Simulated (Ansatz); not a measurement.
# N2Ti: the cost of one run

Method: def2-TZVPP, core rule «outside noble gas», up to 11 orbitals frozen; program: Ansatz 0.2.0, Gaussian basis.

To be run: UHF; CCSD(T) on ROHF; CCSD(T) on UHF; CCSDT(Q) on ROHF; CCSDT(Q) on UHF.

10 further runs of the same task are left out: 5 for a known fault of the program, 5 set aside as unsound or not needed.

## 1. The geometry

The geometry is a PBE0/def2-TZVP stationary point (not a proven minimum) of the parent state, kept for this charge and spin.

3 atoms, charge 1, spin multiplicity 6.

Atoms are counted from 1 here; the program's logs count them from 0.

Bond lengths: Ti1–N2 1.991 Å, N2–N3 1.120 Å. Angles: Ti1–N2–N3 180.0°.

## 2. UHF

Input file in.yaml:

```yaml
crystal:
  periodic: [false, false, false]
  atoms:
    - {symbol: Ti, position_ang: [0.000000, 0.000000, 1.700283]}
    - {symbol: N, position_ang: [0.000000, 0.000000, -0.290276]}
    - {symbol: N, position_ang: [0.000000, 0.000000, -1.410007]}
basis:
  gaussian: {orbitals: def2-TZVPP}
total_charge: 1
magnetization: {spin_polarized: true, initial_magnetization: 5}
hamiltonian: {xc: hf}
output: {orbitals: {seedname: orbitals}}
```

Command:

```sh
$ ansatz run in.yaml --threads 1 --pin off --events-out ev --progress --plain --max-ram 4096MiB --backend cpu
```

**Question.** How long does this run take on 1 thread of AMD EPYC 7R13, shared host, and how much memory does it need?

About 57 s, with a peak of 0.37 GiB.
